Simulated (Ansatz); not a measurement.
# MoN₄H₆: how energies converge with the basis set

How large a basis does MoN₄H₆ need? Two functionals are run in growing sets.

The runs use Ansatz 0.2.0, Gaussian basis; one geometry, several basis sets.

Levels to be run: PBE0-D4/def2-SVP; ωB97M-V/def2-SVP; PBE0-D4/def2-QZVPP; ωB97M-V/def2-QZVPP; the functionals' def2-TZVPP values are taken from earlier runs.

## 1. Structure used throughout

The geometry comes from an earlier relaxation with PBE0-D4 in a triple-zeta def2 set; it is a stationary point, not always the lowest conformer. Mo takes the def2 core potential; no spin-orbit term is included.

11 atoms, charge 0, spin multiplicity 1.

Atoms are counted from 1 here; the program's logs count them from 0.

Bond lengths: N1–Mo2 1.733 Å, N1–H6 1.010 Å, Mo2–N3 1.733 Å, Mo2–N4 1.947 Å, Mo2–N5 1.947 Å, N3–H7 1.010 Å, N4–H8 1.007 Å, N4–H9 1.007 Å, N5–H10 1.007 Å, N5–H11 1.007 Å. Angles: Mo2–N1–H6 155.5°, N1–Mo2–N3 115.6°, N1–Mo2–N4 107.2°, N1–Mo2–N5 107.2°, N3–Mo2–N4 107.2°, N3–Mo2–N5 107.2°, N4–Mo2–N5 112.5°, Mo2–N3–H7 155.5°, Mo2–N4–H8 123.5°, Mo2–N4–H9 123.5°, H8–N4–H9 111.7°, Mo2–N5–H10 123.5°, Mo2–N5–H11 123.5°, H10–N5–H11 111.7°.

## 2. PBE0-D4 in def2-SVP

The input, in.yaml:

```yaml
crystal:
  periodic: [false, false, false]
  atoms:
    - {symbol: N, position_ang: [-0.695758, 1.654283, 0.352966]}
    - {symbol: Mo, position_ang: [0.081857, 0.126586, 0.100368]}
    - {symbol: N, position_ang: [1.632237, -0.059119, 0.851530]}
    - {symbol: N, position_ang: [-1.085035, -1.243687, 0.842500]}
    - {symbol: N, position_ang: [0.342789, -0.076409, -1.818147]}
    - {symbol: H, position_ang: [-0.783311, 2.592333, 0.717350]}
    - {symbol: H, position_ang: [2.426353, 0.230380, 1.404666]}
    - {symbol: H, position_ang: [-0.745357, -2.078429, 1.292202]}
    - {symbol: H, position_ang: [-2.068612, -1.104915, 1.009003]}
    - {symbol: H, position_ang: [1.141724, -0.535827, -2.224398]}
    - {symbol: H, position_ang: [-0.181487, 0.437802, -2.507440]}
basis:
  gaussian: {orbitals: def2-SVP}
hamiltonian: {xc: pbe0, dispersion: d4}
output: {orbitals: {seedname: orbitals}}
```

The run is started by

```bash
> ansatz run in.yaml --threads 4 --pin off --events-out ev --progress --plain --max-ram 10444MiB
```

After this run come: ωB97M-V in def2-SVP; PBE0-D4 in def2-QZVPP; ωB97M-V in def2-QZVPP.

**Question.** What will the summary of the whole plan be? Wanted: PBE0-D4: double and triple zeta above quadruple; ωB97M-V: double and triple zeta above quadruple.

As calculated:

| quantity | value |
| --- | --- |
| PBE0-D4: double and triple zeta above quadruple | 8.39, 0.48 eV |
| ωB97M-V: double and triple zeta above quadruple | 8.64, 0.46 eV |

**Reading.** For PBE0-D4 the step from double to triple zeta gains 7.91 eV and the next only 0.48 eV. These are total energies; as a rule much of such shifts cancels in differences, which this series doesn't test. The LUMO of ωB97M-V is positive and keeps falling with the basis (1.54 to 0.65 eV): an unbound level that the basis holds in place.
